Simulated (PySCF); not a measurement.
**GeNH5: NMR shifts, electronic excitations and K edges in gas and solvents**

Aim: compute the NMR shifts, electronic excitations and K edges of GeNH5 (`[NH2][GeH3]`), and see what a dielectric continuum does where one was used.

The runs use PySCF 2.14.0, with density-fitted response routines of our own; the level of theory stands in each step. All values are computed, except where a source is named. Atoms are numbered from 0 throughout.

### 1 The molecule as given

7 atoms, charge 0, multiplicity 1; geometry from: GFN2-xTB. The atoms were then displaced at random by about 0.01 Å, so the start is not that level's minimum.

Bonds of the start (Å): N0–Ge1 1.84, N0–H2 1.01, N0–H3 0.99, Ge1–H4 1.48, Ge1–H5 1.50, Ge1–H6 1.50.

### 2 Relaxing the molecule at PBE0-D3(BJ)/def2-SVP

Job settings and geometry (Å):

```
{"job": {"xc": "PBE0", "basis": "def2-SVP", "d3": "d3bj", "grid": 1, "shake": 0.01, "kind": "geom"}, "charge": 0, "multiplicity": 1}
N      1.106620    -0.144230     0.230890
Ge    -0.694720     0.118700    -0.005860
H      1.679800     0.466370    -0.329130
H      1.458390    -1.066670     0.166340
H     -1.359670    -0.748750     0.999290
H     -0.948150     1.572220     0.259980
H     -1.208320    -0.226740    -1.371430
```

The run is started by

```console
> OMP_NUM_THREADS=1 python probes_run.py task.json out
```

This one command runs all jobs of the session in turn.

The program printed:

```text
step   0  E = -2134.12015649  max force = 0.023988
step   1  E = -2134.12320366  max force = 0.005392
step   2  E = -2134.12348918  max force = 0.001066
step   3  E = -2134.12349500  max force = 0.000346
optimisation converged
```

It took 5.7 s on 1 thread of Arm Neoverse V1, shared host; peak memory 0.36 GiB.

Along the way:

```csv
step,energy from step 0 (eV),largest force component (eV/Å)
0,0.0000,1.2335
1,-0.0829,0.2773
2,-0.0907,0.0548
3,-0.0908,0.0178
```

Distances of close pairs at the start and the end, largest changes first:

| bond | before (Å) | after (Å) | change (Å) |
| --- | --- | --- | --- |
| Ge1–H4 | 1.485 | 1.538 | +0.053 |
| Ge1–H6 | 1.499 | 1.550 | +0.051 |
| Ge1–H5 | 1.499 | 1.538 | +0.039 |
| N0–H3 | 0.989 | 1.017 | +0.027 |
| N0–H2 | 1.007 | 1.017 | +0.009 |
| N0–Ge1 | 1.836 | 1.837 | +0.002 |

The next job starts from the end point, and lists it.

| at the end point | value |
| --- | --- |
| point group (found at 0.08 Å tolerance) | Cs |
| rotational constants (GHz, main isotopes) | 62.930, 9.537, 9.333 |
| dipole moment (D) | 1.23 |

### 3 Nuclear shieldings: PBE0/pcSseg-1 in chloroform

Job settings and geometry (Å):

```
{"job": {"kind": "nmr", "xc": "PBE0", "basis": "pcSseg-1", "solvent": "chloroform", "pop": true}, "charge": 0, "multiplicity": 1}
N      0.932905    -0.168766     0.278823
Ge    -0.879281     0.018389     0.039357
H      1.496292     0.433560    -0.315665
H      1.273760    -1.121147     0.178125
H     -1.566253    -0.890404     1.073139
H     -1.214559     1.496162     0.305289
H     -1.398608    -0.359955    -1.371686
```

Level: GIAO PBE0/pcSseg-1 NMR shielding, non-relativistic, IEF-PCM chloroform.

The program printed:

```text
coarse grid: 24896 points
cycle   1  E = -2134.1391087119  dE = -7.485e-01  |g| = 9.020e-01  |ddm| = 2.319e+00
cycle   2  E = -2134.0881976244  dE =  5.091e-02  |g| = 9.814e-01  |ddm| = 8.921e-01
cycle   3  E = -2134.1997766661  dE = -1.116e-01  |g| = 1.330e-01  |ddm| = 6.154e-01
cycle   4  E = -2134.2031397405  dE = -3.363e-03  |g| = 4.707e-02  |ddm| = 1.103e-01
cycle   5  E = -2134.2034737993  dE = -3.341e-04  |g| = 3.807e-03  |ddm| = 3.054e-02
cycle   6  E = -2134.2034765130  dE = -2.714e-06  |g| = 5.439e-04  |ddm| = 4.573e-03
final grid: 50896 points
cycle   7  E = -2134.2034495291  dE = -3.687e-08  |g| = 5.356e-04  |ddm| = 1.165e-03
cycle   8  E = -2134.2034495251  dE =  4.060e-09  |g| = 6.916e-04  |ddm| = 9.004e-04
cycle   9  E = -2134.2034495736  dE = -4.854e-08  |g| = 4.805e-05  |ddm| = 3.847e-04
cycle  10  E = -2134.2034495742  dE = -5.803e-10  |g| = 1.557e-05  |ddm| = 6.135e-05
converged SCF energy = -2134.2034495742

GIAO shielding tensors (ppm)
atom      isotropic    diamagn.    paramagn.     s11        s22        s33       span
  0 N      275.061     319.093     -44.032    238.835    267.038    319.310     80.475
  1 Ge    1468.503    2755.672   -1287.169   1341.633   1416.529   1647.348    305.715
  2 H       31.548      31.272       0.277     23.050     27.217     44.378     21.328
  3 H       31.547      31.030       0.517     23.062     27.192     44.386     21.324
  4 H       26.791      28.014      -1.224     20.759     22.327     37.286     16.527
  5 H       26.792      28.109      -1.316     20.764     22.334     37.278     16.514
  6 H       26.397      28.093      -1.696     19.848     21.896     37.447     17.600
```

Run time: 3.8 s. Hardware: 1 thread of Arm Neoverse V1, shared host; peak memory 0.45 GiB.

The references, computed at this level on geometries of the same kind, shield at (ppm): ¹H TMS 31.25, ¹⁵N NH3 267.8, ⁷³Ge GeMe4 1330. Their shielding less the atom's gives the shift. The references are single molecules in the same continuum, so shifts against H2O, NH3, PH3, H3PO4 or CFCl3 are not on the usual liquid scales and can be off by tens of ppm. Atoms listed in one row are averaged.

| atoms | environment | σ (ppm) | δ (ppm) |
| --- | --- | --- | --- |
| H4, H5, H6 | hydrogen on a germanium bonded to N | 26.66 | 4.59 |
| H2, H3 | hydrogen on a nitrogen bonded to Ge | 31.55 | -0.30 |
| N0 | nitrogen bonded to Ge, 2 H | 275.1 | -7.3 |
| Ge1 | germanium bonded to N, 3 H | 1469 | -139 |

Charges from the same density, by scheme (e):

```
atoms  Mulliken    IAO  Hirshfeld  ESP fit
   N0     -0.69  -0.81      -0.34    -1.02
  Ge1      0.39   0.61       0.34     0.58
```

Mayer bond orders: N0–Ge1 0.97.

### 4 Shielding tensors: PBE0/pcSseg-1 in water

Same as in step 3 but for these lines:

```diff
@@ -1,2 +1,2 @@
-{"job": {"kind": "nmr", "xc": "PBE0", "basis": "pcSseg-1", "solvent": "chloroform", "pop": true}, "charge": 0, "multiplicity": 1}
+{"job": {"kind": "nmr", "xc": "PBE0", "basis": "pcSseg-1", "solvent": "water", "pop": false}, "charge": 0, "multiplicity": 1}
 N      0.932905    -0.168766     0.278823
```

With the program's defaults for keys left out, this is: GIAO PBE0/pcSseg-1 NMR shielding, non-relativistic, IEF-PCM water.

The program printed:

```text
coarse grid: 24896 points
cycle   1  E = -2134.1414752735  dE = -7.508e-01  |g| = 9.004e-01  |ddm| = 2.319e+00
cycle   2  E = -2134.0927492200  dE =  4.873e-02  |g| = 9.752e-01  |ddm| = 8.833e-01
cycle   3  E = -2134.2017589528  dE = -1.090e-01  |g| = 1.290e-01  |ddm| = 6.023e-01
cycle   4  E = -2134.2048715838  dE = -3.113e-03  |g| = 4.618e-02  |ddm| = 1.058e-01
cycle   5  E = -2134.2051950340  dE = -3.235e-04  |g| = 3.665e-03  |ddm| = 2.985e-02
cycle   6  E = -2134.2051975344  dE = -2.500e-06  |g| = 5.406e-04  |ddm| = 4.455e-03
final grid: 50896 points
cycle   7  E = -2134.2051706577  dE = -3.765e-08  |g| = 5.464e-04  |ddm| = 1.187e-03
cycle   8  E = -2134.2051706523  dE =  5.376e-09  |g| = 7.078e-04  |ddm| = 8.931e-04
cycle   9  E = -2134.2051707018  dE = -4.950e-08  |g| = 4.659e-05  |ddm| = 3.848e-04
cycle  10  E = -2134.2051707024  dE = -5.352e-10  |g| = 1.600e-05  |ddm| = 5.986e-05
converged SCF energy = -2134.2051707024

GIAO shielding tensors (ppm)
atom      isotropic    diamagn.    paramagn.     s11        s22        s33       span
  0 N      275.780     319.602     -43.822    239.614    268.117    319.609     79.994
  1 Ge    1468.188    2755.634   -1287.446   1340.777   1416.770   1647.017    306.240
  2 H       31.393      31.221       0.172     22.865     26.965     44.349     21.484
  3 H       31.392      30.975       0.416     22.877     26.941     44.357     21.479
  4 H       26.805      28.033      -1.228     20.768     22.345     37.302     16.534
  5 H       26.807      28.128      -1.321     20.774     22.352     37.294     16.520
  6 H       26.412      28.095      -1.683     19.880     21.898     37.459     17.579
```

Run time: 2.7 s. Hardware: 1 thread of Arm Neoverse V1, shared host; peak memory 0.45 GiB.

In short: δ N0 -7.2, Ge1 -139, H4 4.56, H2 -0.15 ppm (means over like atoms).

### 5 TDDFT and polarisability: CAM-B3LYP/def2-SVPD

Same as in step 4 but for these lines:

```diff
@@ -1,2 +1,2 @@
-{"job": {"kind": "nmr", "xc": "PBE0", "basis": "pcSseg-1", "solvent": "water", "pop": false}, "charge": 0, "multiplicity": 1}
+{"job": {"kind": "uv", "xc": "CAM-B3LYP", "basis": "def2-SVPD", "dynamic": true, "nstates": 6, "ntriplets": 0}, "charge": 0, "multiplicity": 1}
 N      0.932905    -0.168766     0.278823
```

With the program's defaults for keys left out, this is: TDDFT CAM-B3LYP/def2-SVPD, vertical, gas phase, core orbitals frozen in the response.

The program printed:

```text
coarse grid: 24896 points
cycle   1  E = -2134.5113223336  dE = -7.186e-01  |g| = 5.117e-01  |ddm| = 2.727e+00
cycle   2  E = -2134.4980280337  dE =  1.329e-02  |g| = 5.850e-01  |ddm| = 1.403e+00
cycle   3  E = -2134.5527070745  dE = -5.468e-02  |g| = 4.377e-02  |ddm| = 6.665e-01
cycle   4  E = -2134.5530716209  dE = -3.645e-04  |g| = 1.972e-02  |ddm| = 8.993e-02
cycle   5  E = -2134.5531348802  dE = -6.326e-05  |g| = 2.192e-03  |ddm| = 1.981e-02
cycle   6  E = -2134.5531362732  dE = -1.393e-06  |g| = 3.200e-04  |ddm| = 1.196e-02
final grid: 50896 points
cycle   7  E = -2134.5530960091  dE = -3.443e-08  |g| = 2.298e-04  |ddm| = 1.634e-03
cycle   8  E = -2134.5530960062  dE =  2.885e-09  |g| = 2.801e-04  |ddm| = 1.372e-03
cycle   9  E = -2134.5530960230  dE = -1.684e-08  |g| = 1.992e-05  |ddm| = 3.087e-04
cycle  10  E = -2134.5530960231  dE = -1.237e-10  |g| = 6.885e-06  |ddm| = 1.013e-04
converged SCF energy = -2134.5530960231

Static polarisability (au): isotropic 41.957, principal 40.323 40.456 45.093

Singlet excitations
state   eV       nm        f      main configurations
  1   6.1751    200.8   0.02009   H->L 0.84, H->L+1 0.13
  2   7.2072    172.0   0.05238   H->L+1 0.81, H->L 0.14
  3   7.6974    161.1   0.00109   H->L+2 0.96
  4   8.1142    152.8   0.01606   H->L+3 0.65, H->L+4 0.24
  5   8.2115    151.0   0.04754   H->L+4 0.53, H->L+3 0.31
  6   8.5074    145.7   0.04659   H->L+5 0.44, H-1->L 0.39
```

Wall time 4.8 s (1 thread of Arm Neoverse V1, shared host); peak memory 0.49 GiB.

The orbitals next to the gap, with their largest atomic shares:

| orbital | eV | atoms |
| --- | --- | --- |
| HOMO−3 | -12.28 | N0 43 %, Ge1 27 %, H6 13 % |
| HOMO−2 | -11.09 | Ge1 38 %, H6 18 %, N0 16 % |
| HOMO−1 | -10.86 | Ge1 41 %, H5 25 %, H4 25 % |
| HOMO | -8.78 | N0 63 %, Ge1 14 %, H6 9 % |
| LUMO | 0.87 | Ge1 52 %, N0 11 %, H2 9 % |
| LUMO+1 | 1.40 | Ge1 40 %, H6 14 %, N0 14 % |
| LUMO+2 | 2.31 | Ge1 60 %, H6 13 %, H5 8 % |

With each of the 6 states as a Gaussian band of 0.4 eV half-width at 1/e, the curve within the window shown has maxima at 201 nm (ε 820), 172 nm (ε 2,100), 149 nm (ε 3,800) L/(mol cm). Beyond the last state computed it falls off for lack of states. The curve at chosen wavelengths:

```
 nm  ε (L/mol/cm)
141          1316
144          2528
147          3530
151          3677
154          2906
157          1916
160          1250
164          1227
167          1647
170          2042
173          2123
177          1692
180          1193
183           771
186           530
190           489
193           589
196           714
199           800
203           796
206           707
209           574
212           428
216           257
219           162
222            96
```

Ground-state properties from the same run:

```csv
property,computed
dipole moment (D),1.12
polarisability (Å³),6.22
HOMO–LUMO gap (eV),9.65
−ε(HOMO) (eV),8.78
C6 with itself (au),637
```

### 6 TDDFT and polarisability: CAM-B3LYP/def2-SVPD in chloroform

Job settings and geometry (Å):

```
{"job": {"kind": "uv", "xc": "CAM-B3LYP", "basis": "def2-SVPD", "solvent": "chloroform", "nstates": 6, "ntriplets": 0}, "charge": 0, "multiplicity": 1}
N      0.932905    -0.168766     0.278823
Ge    -0.879281     0.018389     0.039357
H      1.496292     0.433560    -0.315665
H      1.273760    -1.121147     0.178125
H     -1.566253    -0.890404     1.073139
H     -1.214559     1.496162     0.305289
H     -1.398608    -0.359955    -1.371686
```

Level: TDDFT CAM-B3LYP/def2-SVPD, vertical, IEF-PCM chloroform (non-equilibrium linear response), core orbitals frozen in the response.

The program printed:

```text
coarse grid: 24896 points
cycle   1  E = -2134.5167783835  dE = -7.238e-01  |g| = 5.045e-01  |ddm| = 2.729e+00
cycle   2  E = -2134.5058205185  dE =  1.096e-02  |g| = 5.695e-01  |ddm| = 1.676e+00
cycle   3  E = -2134.5564270790  dE = -5.061e-02  |g| = 3.934e-02  |ddm| = 7.355e-01
cycle   4  E = -2134.5567155869  dE = -2.885e-04  |g| = 1.945e-02  |ddm| = 1.190e-01
cycle   5  E = -2134.5567790991  dE = -6.351e-05  |g| = 1.976e-03  |ddm| = 2.455e-02
cycle   6  E = -2134.5567805860  dE = -1.487e-06  |g| = 3.152e-04  |ddm| = 2.006e-02
final grid: 50896 points
cycle   7  E = -2134.5567405775  dE = -6.334e-08  |g| = 1.923e-04  |ddm| = 3.902e-03
cycle   8  E = -2134.5567405807  dE = -3.177e-09  |g| = 2.283e-04  |ddm| = 2.199e-03
cycle   9  E = -2134.5567405917  dE = -1.106e-08  |g| = 2.090e-05  |ddm| = 1.977e-04
cycle  10  E = -2134.5567405922  dE = -4.511e-10  |g| = 5.281e-06  |ddm| = 4.440e-04
converged SCF energy = -2134.5567405922

Static polarisability (au): isotropic 51.440, principal 49.734 49.756 54.828

Singlet excitations
state   eV       nm        f      main configurations
  1   6.2963    196.9   0.02745   H->L 0.78, H->L+1 0.20
  2   7.2090    172.0   0.08124   H->L+1 0.75, H->L 0.20
  3   7.7833    159.3   0.00394   H->L+2 0.97
  4   8.1419    152.3   0.03138   H->L+3 0.94
  5   8.2989    149.4   0.07278   H->L+4 0.69, H-2->L 0.14
  6   8.5118    145.7   0.09561   H-1->L 0.80, H-1->L+1 0.13
```

Wall time 4.2 s (1 thread of Arm Neoverse V1, shared host); peak memory 0.5 GiB.

Key values: HOMO -8.75 eV, LUMO 1.00 eV; lowest singlet 6.30 eV.

### 7 TDDFT and polarisability: CAM-B3LYP/def2-SVPD in water

Job settings and geometry (Å):

```
{"job": {"kind": "uv", "xc": "CAM-B3LYP", "basis": "def2-SVPD", "solvent": "water", "nstates": 6, "ntriplets": 0}, "charge": 0, "multiplicity": 1}
N      0.932905    -0.168766     0.278823
Ge    -0.879281     0.018389     0.039357
H      1.496292     0.433560    -0.315665
H      1.273760    -1.121147     0.178125
H     -1.566253    -0.890404     1.073139
H     -1.214559     1.496162     0.305289
H     -1.398608    -0.359955    -1.371686
```

Method: TDDFT CAM-B3LYP/def2-SVPD, vertical, IEF-PCM water (non-equilibrium linear response), core orbitals frozen in the response.

The program printed:

```text
coarse grid: 24896 points
cycle   1  E = -2134.5190035219  dE = -7.259e-01  |g| = 5.020e-01  |ddm| = 2.730e+00
cycle   2  E = -2134.5087850026  dE =  1.022e-02  |g| = 5.645e-01  |ddm| = 1.805e+00
cycle   3  E = -2134.5581328727  dE = -4.935e-02  |g| = 3.811e-02  |ddm| = 7.653e-01
cycle   4  E = -2134.5584058611  dE = -2.730e-04  |g| = 1.950e-02  |ddm| = 1.412e-01
cycle   5  E = -2134.5584713915  dE = -6.553e-05  |g| = 1.962e-03  |ddm| = 3.124e-02
cycle   6  E = -2134.5584732254  dE = -1.834e-06  |g| = 3.669e-04  |ddm| = 2.679e-02
final grid: 50896 points
cycle   7  E = -2134.5584333795  dE = -1.103e-07  |g| = 1.994e-04  |ddm| = 5.983e-03
cycle   8  E = -2134.5584333903  dE = -1.084e-08  |g| = 2.199e-04  |ddm| = 3.047e-03
cycle   9  E = -2134.5584334006  dE = -1.028e-08  |g| = 3.118e-05  |ddm| = 2.032e-04
cycle  10  E = -2134.5584334017  dE = -1.116e-09  |g| = 8.590e-06  |ddm| = 8.382e-04
cycle  11  E = -2134.5584334017  dE = -2.456e-11  |g| = 4.173e-06  |ddm| = 1.038e-04
converged SCF energy = -2134.5584334017

Static polarisability (au): isotropic 56.221, principal 54.456 54.543 59.663

Singlet excitations
state   eV       nm        f      main configurations
  1   6.3703    194.6   0.02679   H->L 0.75, H->L+1 0.22
  2   7.2450    171.1   0.07771   H->L+1 0.72, H->L 0.23
  3   7.8434    158.1   0.00428   H->L+2 0.97
  4   8.1691    151.8   0.03099   H->L+3 0.96
  5   8.3750    148.0   0.07093   H->L+4 0.68, H-2->L 0.15, H-2->L+1 0.08
  6   8.5458    145.1   0.08819   H-1->L 0.78, H-1->L+1 0.16
```

It took 4.4 s on 1 thread of Arm Neoverse V1, shared host; peak memory 0.5 GiB.

This run: HOMO -8.77 eV, LUMO 1.04 eV; lowest singlet 6.37 eV.

### 8 Core excitations: BHandHLYP/def2-SVPD+aug-pcX-1+pcseg-1

Job settings and geometry (Å):

```
{"job": {"kind": "xas", "xc": "BHandHLYP", "basis": {"default": "aug-pcX-1", "H": "pcseg-1", "Ge": "def2-SVPD"}}, "charge": 0, "multiplicity": 1}
N      0.932905    -0.168766     0.278823
Ge    -0.879281     0.018389     0.039357
H      1.496292     0.433560    -0.315665
H      1.273760    -1.121147     0.178125
H     -1.566253    -0.890404     1.073139
H     -1.214559     1.496162     0.305289
H     -1.398608    -0.359955    -1.371686
```

Method: core-valence-separated TDA BHandHLYP/aug-pcX-1 H:pcseg-1 Ge:def2-SVPD, K edges, non-relativistic, gas phase.

The program printed:

```text
coarse grid: 24896 points
cycle   1  E = -2134.4021154045  dE = -7.330e-01  |g| = 4.111e-01  |ddm| = 2.343e+00
cycle   2  E = -2134.4000515590  dE =  2.064e-03  |g| = 4.336e-01  |ddm| = 7.179e-01
cycle   3  E = -2134.4318299936  dE = -3.178e-02  |g| = 3.699e-02  |ddm| = 3.581e-01
cycle   4  E = -2134.4320772837  dE = -2.473e-04  |g| = 1.760e-02  |ddm| = 4.449e-02
cycle   5  E = -2134.4321224276  dE = -4.514e-05  |g| = 2.226e-03  |ddm| = 1.316e-02
cycle   6  E = -2134.4321234286  dE = -1.001e-06  |g| = 2.538e-04  |ddm| = 2.866e-03
final grid: 50896 points
cycle   7  E = -2134.4320956023  dE = -2.855e-08  |g| = 1.054e-04  |ddm| = 7.347e-04
cycle   8  E = -2134.4320956052  dE = -2.869e-09  |g| = 7.866e-05  |ddm| = 1.800e-04
cycle   9  E = -2134.4320956059  dE = -7.421e-10  |g| = 1.314e-05  |ddm| = 5.675e-05
converged SCF energy = -2134.4320956059

N K edge
   eV          f      from atoms
  398.768   0.00922   N0
  399.850   0.03655   N0
  400.114   0.03414   N0
  401.147   0.00810   N0
  401.198   0.01305   N0
  401.525   0.00037   N0
  401.885   0.00125   N0
  402.818   0.00173   N0
```

Wall time 1.6 s (1 thread of Arm Neoverse V1, shared host); peak memory 0.5 GiB.

### 9 Comparing the runs: NMR shifts

Shifts (ppm), means over like atoms, with basis size and wall time:

```csv
run,H4,H2,N0,Ge1,functions,time
PBE0/pcSseg-1 in chloroform,4.59,-0.30,-7.3,-139,83,3.8 s
PBE0/pcSseg-1 in water,4.56,-0.15,-7.2,-139,83,2.7 s
```

The continuum's effect on the ground state:

| solvent | ε | polarisation energy (Eh) | μ (D) |
| --- | --- | --- | --- |
| chloroform | 4.71 | -0.0042 | 1.41 |
| water | 78.36 | -0.0062 | 1.51 |

### 10 Side by side: electronic excitations

Excitations and ground-state properties, with basis size and wall time:

```csv
run,lowest singlet (eV),brightest (eV),f,gap (eV),α (Å³),μ (D),functions,time
CAM-B3LYP/def2-SVPD,6.18,7.21,0.052,9.65,6.22,1.12,98,4.8 s
CAM-B3LYP/def2-SVPD in chloroform,6.30,8.51,0.096,9.75,7.62,1.39,98,4.2 s
CAM-B3LYP/def2-SVPD in water,6.37,8.55,0.088,9.80,8.33,1.54,98,4.4 s
```

The continuum's effect on the ground state:

```csv
solvent,ε,polarisation energy (Eh),μ (D)
chloroform,4.71,-0.0040,1.39
water,78.36,-0.0062,1.54
```

### 11 Outcome

| quantity | value |
| --- | --- |
| point group | Cs |
| rotational constants (main isotopes) | 62.93, 9.54, 9.33 GHz |
| ¹H shifts against TMS (PBE0/pcSseg-1, chloroform, means over atoms taken as alike) | 4.59, -0.30 ppm |
| ¹⁵N shifts against NH3 (PBE0/pcSseg-1, chloroform) | -7.3 ppm |
| ⁷³Ge shifts against GeMe4 (PBE0/pcSseg-1, chloroform) | -139 ppm |
| lowest singlet (CAM-B3LYP/def2-SVPD) | 6.18 eV (201 nm), f = 0.020 |
| brightest single state of those computed | state 2, 7.21 eV, f = 0.052 |
| N K edge | first line 398.77 eV, strongest 399.85 eV (f = 0.037) |
| range of the shift of H2 | -0.30 to -0.15 ppm |
| range of the lowest singlet | 6.18 to 6.37 eV |

In words: Over 3 steps the energy fell by 0.091 eV; of the close pairs, Ge1–H4 changed most, 1.485 to 1.538 Å. At PBE0/pcSseg-1: Shielding is most anisotropic at Ge1 (span 306 ppm, paramagnetic term -1287 ppm). The first singlet state (HOMO→LUMO 0.84, HOMO→LUMO+1 0.13) lies at 6.18 eV and is weak; of the 6 states computed, the strongest absorption comes from state 2 at 7.21 eV (the last state computed is bright too, and its partners may lie past the list). At the N edge the strongest single line lifts a 1s electron of N0 into several orbitals, led by LUMO+1 (weight 0.33), 1.1 eV above the first line. Absolute edge energies from this method are off by several eV; spacings are better. In ppm, H2 (with its like atoms) moves most: its shift spreads over 0.15 ppm, from -0.30 (PBE0/pcSseg-1 in chloroform) to -0.15 (PBE0/pcSseg-1 in water). The continuum holds electrostatics alone: no hydrogen bonds to the solvent, and the gas-phase geometry is kept. The lowest singlet runs from 6.18 eV (CAM-B3LYP/def2-SVPD) to 6.37 eV (CAM-B3LYP/def2-SVPD in water), while the orbital gap spans 9.65 to 9.80 eV. The lowest state need not be the same one in every run. Spin-orbit coupling is left out, which matters for shieldings and couplings at and beside the heavy atoms.
